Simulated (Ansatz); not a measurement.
**C2H5GeN (SMILES C1=[N][GeH2][CH2]1): levels of theory compared**

Aim: a comparison of 3 runs (HSE06/def2-SVP, PBE0/def2-SVP, wB97M-V/def2-SVP) of C2H5GeN. 

Program for the calculation: Ansatz 0.2.0.

82 further runs of the same task are left out: 82 set aside as unsound or not needed.

## (1) Starting point

C2H5GeN: 9 atoms, total charge 0, spin state singlet. As SMILES, `C1=[N][GeH2][CH2]1`. The C1–H5 distance was set to 1.647 Å, away from the relaxed value. At this shape a bond of the SMILES string is far longer than usual.

Bond lengths: C1–N2 1.278 Å, N2–Ge3 1.910 Å, C1–C4 1.512 Å, Ge3–C4 1.983 Å, Ge3–H6 1.538 Å, Ge3–H7 1.538 Å, C4–H8 1.092 Å, C4–H9 1.092 Å. Some angles: C1–N2–Ge3 89.9°, N2–C1–C4 114.8°, N2–Ge3–C4 74.4°, C1–C4–Ge3 80.9°, N2–Ge3–H6 115.0°, N2–Ge3–H7 115.0°, C4–Ge3–H6 118.6°, C4–Ge3–H7 118.6°, C1–C4–H8 114.5°, C1–C4–H9 114.5°. A long bond or contact: C1–H5 1.647 Å.

## (2) A single-point energy at HSE06/def2-SVP (run 1)

in.yaml reads:

```yaml
crystal:
  periodic: [false, false, false]
  atoms:
    - {symbol: C, position_ang: [0.057617, -0.284782, -0.660921]}
    - {symbol: N, position_ang: [1.280317, 0.082418, -0.727321]}
    - {symbol: Ge, position_ang: [1.148317, 0.825518, 1.027179]}
    - {symbol: C, position_ang: [-0.640983, 0.067818, 0.632679]}
    - {symbol: H, position_ang: [-0.675600, -1.079500, -1.903400]}
    - {symbol: H, position_ang: [1.300917, 2.354018, 1.098279]}
    - {symbol: H, position_ang: [2.020417, 0.137918, 2.090879]}
    - {symbol: H, position_ang: [-1.476083, 0.762318, 0.521179]}
    - {symbol: H, position_ang: [-0.971183, -0.792782, 1.217879]}
basis:
  gaussian: {orbitals: def2-SVP}
output: {orbitals: {seedname: orbitals}}
accuracy: high
hamiltonian: {xc: hse06}
```

Started as:

```bash
$ ansatz run in.yaml --threads 1 --pin off --max-ram 3480MiB --events-out events.jsonl --progress --plain --runs-dir runs
```

Standard output:

```text
Warning: RAYON_NUM_THREADS=1 ignored (pool sized by the plan → 1); use --threads N
Functional definition: HSE06
  name "HSE06"
  parameter a = 0.25
  parameter omega = 0.11/bohr
  exchange = pbe_x - a*pbe_x_sr(omega) + a*exact_x_sr(omega)
  correlation = pbe_c
2269 factors; integrals over basis functions are off by at most 4.6e-9 eV
97 factors; integrals over basis functions are off by at most 1.6e-9 eV
mean field evaluation 1: about -60131.4009 eV, gradient 5.6e1 eV
mean field evaluation 2: about -60114.2011 eV, gradient 9.4e1 eV
mean field evaluation 4: about -60138.5514 eV, gradient 1.0e1 eV
mean field evaluation 8: about -60138.9571 eV, gradient 9.0e-1 eV
mean field evaluation 16: about -60138.9593 eV, gradient 5.6e-5 eV
mean field -60138.95931528 eV, -2210.0659911858 hartree, gradient 3.6e-8 eV, S^2 0.000000; 0 other end points of the search recorded, 0 dependent functions left out
reference -60138.95931864 eV, -2210.0659913092 hartree; 28, 28 occupied and 71, 71 virtual orbitals, 2269 factors
Total energy: -60138.95931864 eV, -2210.0659913092 hartree
```

Run time: 5.1 s. Hardware: 1 thread of AMD EPYC 9R45 (Zen 5), shared host; peak memory 0.4 GiB.

## (3) A single-point energy at PBE0/def2-SVP (run 2)

job.yaml reads:

```yaml
basis:
  gaussian:
    orbitals: def2-SVP
crystal:
  periodic: [false, false, false]
  atoms:
    - {symbol: C, position_ang: [0.057617, -0.284782, -0.660921]}
    - {symbol: N, position_ang: [1.280317, 0.082418, -0.727321]}
    - {symbol: Ge, position_ang: [1.148317, 0.825518, 1.027179]}
    - {symbol: C, position_ang: [-0.640983, 0.067818, 0.632679]}
    - {symbol: H, position_ang: [-0.675600, -1.079500, -1.903400]}
    - {symbol: H, position_ang: [1.300917, 2.354018, 1.098279]}
    - {symbol: H, position_ang: [2.020417, 0.137918, 2.090879]}
    - {symbol: H, position_ang: [-1.476083, 0.762318, 0.521179]}
    - {symbol: H, position_ang: [-0.971183, -0.792782, 1.217879]}
hamiltonian:
  xc: {name: PBE0}
output: {orbitals: {seedname: orbitals}}
accuracy: high
```

Started as:

```bash
$ ansatz run job.yaml --threads 1 --pin off --max-ram 3480MiB --events-out events.jsonl --progress --plain --runs-dir runs
```

Standard output:

```text
Warning: RAYON_NUM_THREADS=1 ignored (pool sized by the plan → 1); use --threads N
Functional definition: PBE0
  name "PBE0"
  parameter a = 0.25
  parameter kappa = 0.804
  parameter beta = 0.06672455060314922
  exchange = (1 - a)*pbe_x(kappa = kappa, mu = beta*pi^2/3) + a*exact_x
  correlation = pbe_c(beta = beta)
2269 factors; integrals over basis functions are off by at most 4.6e-9 eV
mean field evaluation 1: about -60132.1328 eV, gradient 5.4e1 eV
mean field evaluation 2: about -60120.3195 eV, gradient 8.4e1 eV
mean field evaluation 4: about -60138.8283 eV, gradient 7.7e0 eV
mean field evaluation 8: about -60139.1341 eV, gradient 7.5e-1 eV
mean field evaluation 16: about -60139.1357 eV, gradient 3.6e-5 eV
mean field -60139.13568122 eV, -2210.0724725147 hartree, gradient 1.1e-8 eV, S^2 0.000000; 0 other end points of the search recorded, 0 dependent functions left out
reference -60139.13568374 eV, -2210.0724726073 hartree; 28, 28 occupied and 71, 71 virtual orbitals, 2269 factors
Total energy: -60139.13568374 eV, -2210.0724726073 hartree
```

It took 4.5 s on 1 thread of AMD EPYC 9R45 (Zen 5), shared host; peak memory 0.39 GiB.

## (4) The energy at wB97M-V/def2-SVP (run 3)

run.yaml reads:

```yaml
crystal:
  periodic: [false, false, false]
  atoms:
    - {symbol: C, position_ang: [0.057617, -0.284782, -0.660921]}
    - {symbol: "N", position_ang: [1.280317, 0.082418, -0.727321]}
    - {symbol: Ge, position_ang: [1.148317, 0.825518, 1.027179]}
    - {symbol: C, position_ang: [-0.640983, 0.067818, 0.632679]}
    - {symbol: H, position_ang: [-0.675600, -1.079500, -1.903400]}
    - {symbol: H, position_ang: [1.300917, 2.354018, 1.098279]}
    - {symbol: H, position_ang: [2.020417, 0.137918, 2.090879]}
    - {symbol: H, position_ang: [-1.476083, 0.762318, 0.521179]}
    - {symbol: H, position_ang: [-0.971183, -0.792782, 1.217879]}
basis:
  gaussian: {orbitals: def2-SVP}
hamiltonian: {xc: {name: wB97M-V}}
accuracy: high
output: {orbitals: {seedname: orbitals}}
```

Started as:

```bash
$ ansatz run run.yaml --threads 1 --pin off --max-ram 3480MiB --events-out events.jsonl --progress --plain --runs-dir runs
```

Standard output, shortened:

```text
Warning: RAYON_NUM_THREADS=1 ignored (pool sized by the plan → 1); use --threads N
Functional definition: wB97M-V
  name "wB97M-V"
[...]
  gx(w, u) = 1 - cx + cx01*u + cx10*w
  gss(w, u) = css00 + css04*u^4 + css10*w + css20*w^2 + css43*w^4*u^3
  gos(w, u) = cos00 + cos10*w + (cos20 + cos21*u)*w^2 + (cos60 + cos61*u)*w^6
[...]
      + integral(e_c_pw_mod_opposite_spin*gos(b97_w_opposite, b97_u_opposite)) + vv10(b, c)
2269 factors; integrals over basis functions are off by at most 4.6e-9 eV
367 factors; integrals over basis functions are off by at most 2.4e-9 eV
[...]
mean field -60145.67662248 eV, -2210.3128476723 hartree, gradient 5.9e-8 eV, S^2 0.000000; 0 other end points of the search recorded, 0 dependent functions left out
reference -60145.67662697 eV, -2210.3128478374 hartree; 28, 28 occupied and 71, 71 virtual orbitals, 2269 factors
Total energy: -60145.67662697 eV, -2210.3128478374 hartree
```

Run time: 31 s. Hardware: 1 thread of AMD EPYC 9R45 (Zen 5), shared host; peak memory 0.68 GiB.

## (5) The series

```csv
run,level,energy (Eh),HOMO energy (eV),LUMO energy (eV),HOMO–LUMO gap (eV),wall time
1,HSE06/def2-SVP,-2210.065991,-6.53,-0.58,5.95,5.1 s
2,PBE0/def2-SVP,-2210.072473,-6.93,-0.19,6.74,4.5 s
3,wB97M-V/def2-SVP,-2210.312848,-9.06,1.80,10.86,31 s
```

## (6) Outcome

```
            quantity           value
 run 3: total energy  -2210.31285 Eh
  run 3: HOMO energy        -9.06 eV
  run 3: LUMO energy         1.80 eV
run 3: HOMO–LUMO gap        10.86 eV
```

The HOMO–LUMO gap runs from 5.95 eV (HSE06/def2-SVP) to 10.86 eV (wB97M-V/def2-SVP). Totals of different functionals can't be ranked against each other. All runs together took 41 s, the longest 31 s.
